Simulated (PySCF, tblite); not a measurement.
**C7H11NOSi: geometry, infrared bands and NMR shifts**

Wanted: the infrared bands and NMR shifts of C7H11NOSi (`C=C/C([SiH2]C)=C(/C#N)OC`), by calculation.

Computed with tblite 0.8.0 and PySCF 2.14.0, with density-fitted response routines of our own, on a single molecule in the gas phase. Atoms count from 0, in the outputs and in this text.

## (1) The molecule as given

21 atoms, charge 0, multiplicity 1; geometry from: force field or distance geometry start.

Bonds of the start (Å): C0–C1 1.32, C1–C2 1.44, C2–Si3 1.85, Si3–C4 1.84, C2–C5 1.32, C5–C6 1.43, C6–N7 1.16, C5–O8 1.40, O8–C9 1.41, C0–H10 1.10, C0–H11 1.09, C1–H12 1.10, Si3–H13 1.47, Si3–H14 1.48, C4–H15 1.09, C4–H16 1.13, C4–H17 1.10, C9–H18 1.12, C9–H19 1.10, C9–H20 1.12.

## (2) Optimising the geometry with GFN2-xTB

Job settings and geometry (Å):

```
{"job": {"kind": "relax", "xc": "GFN2-xTB", "basis": "xTB"}, "charge": 0, "multiplicity": 1}
C      0.388100     2.259000     0.662400
C      0.501200     0.999300     1.022400
C      0.057700    -0.018800     0.108000
Si    -0.676200     0.472000    -1.521400
C     -2.336000     1.263300    -1.385000
C      0.119300    -1.315200     0.361900
C     -0.340600    -2.284900    -0.587200
N     -0.731200    -3.073700    -1.340500
O      0.660800    -1.782600     1.561700
C      2.068200    -1.898700     1.646600
H     -0.058300     2.534500    -0.309700
H      0.688700     3.092000     1.289400
H      0.936300     0.797700     2.009200
H      0.268800     1.427100    -2.110000
H     -0.720600    -0.671800    -2.457800
H     -2.481500     2.155300    -1.998100
H     -3.090200     0.504200    -1.734800
H     -2.569200     1.400600    -0.314500
H      2.339900    -2.280500     2.667700
H      2.384200    -2.647000     0.911700
H      2.581600    -0.914900     1.517500
```

The run is started by

```console
$ OMP_NUM_THREADS=1 python probes_run.py task.json out
```

One launch serves the whole session: the jobs run in the order shown.

**Question.** This job is followed by: GFN2-xTB harmonic vibrations, gas phase; GIAO PBE0/pcSseg-1 NMR shielding, non-relativistic, gas phase. Predict these results of the whole session: strongest single infrared mode (GFN2-xTB); zero-point energy (GFN2-xTB); 13C shifts against TMS (PBE0/pcSseg-1); 1H shifts against TMS (PBE0/pcSseg-1, means over atoms taken as alike); 29Si shifts against TMS (PBE0/pcSseg-1); 15N shifts against NH3 (PBE0/pcSseg-1); 17O shifts against H2O (PBE0/pcSseg-1).

The runs gave:

| quantity | value |
| --- | --- |
| strongest single infrared mode (GFN2-xTB) | 2342 cm⁻¹, 343 km/mol |
| zero-point energy (GFN2-xTB) | 98.3 kcal/mol |
| 13C shifts against TMS (PBE0/pcSseg-1) | 142.3, 139.6, 134.1, 126.9, 119.9, 58.5, -5.2 ppm |
| 1H shifts against TMS (PBE0/pcSseg-1, means over atoms taken as alike) | 7.53, 5.65, 5.64, 4.77, 4.07, 0.32 ppm |
| 29Si shifts against TMS (PBE0/pcSseg-1) | -47.3 ppm |
| 15N shifts against NH3 (PBE0/pcSseg-1) | 336.4 ppm |
| 17O shifts against H2O (PBE0/pcSseg-1) | 109.2 ppm |

In words: Relaxing lowered the energy by 0.759 eV in 205 steps; the close pair that moved most is Si3–C4, from 1.844 to 1.900 Å. All 57 modes are real, so the xTB geometry is a minimum. The strongest single mode, at 2342 cm⁻¹, moves mainly C6 and N7. Unscaled tight-binding wavenumbers are off by several per cent, some by more. Its intensities can rank the bands wrongly. The most deshielded hydrogen is H12 (hydrogen on an alkene CH), at 7.53 ppm: attached to an sp2 carbon and in the plane of the double bond. At PBE0/pcSseg-1: The largest span, 437 ppm, is at N7, where the paramagnetic term is -411 ppm.
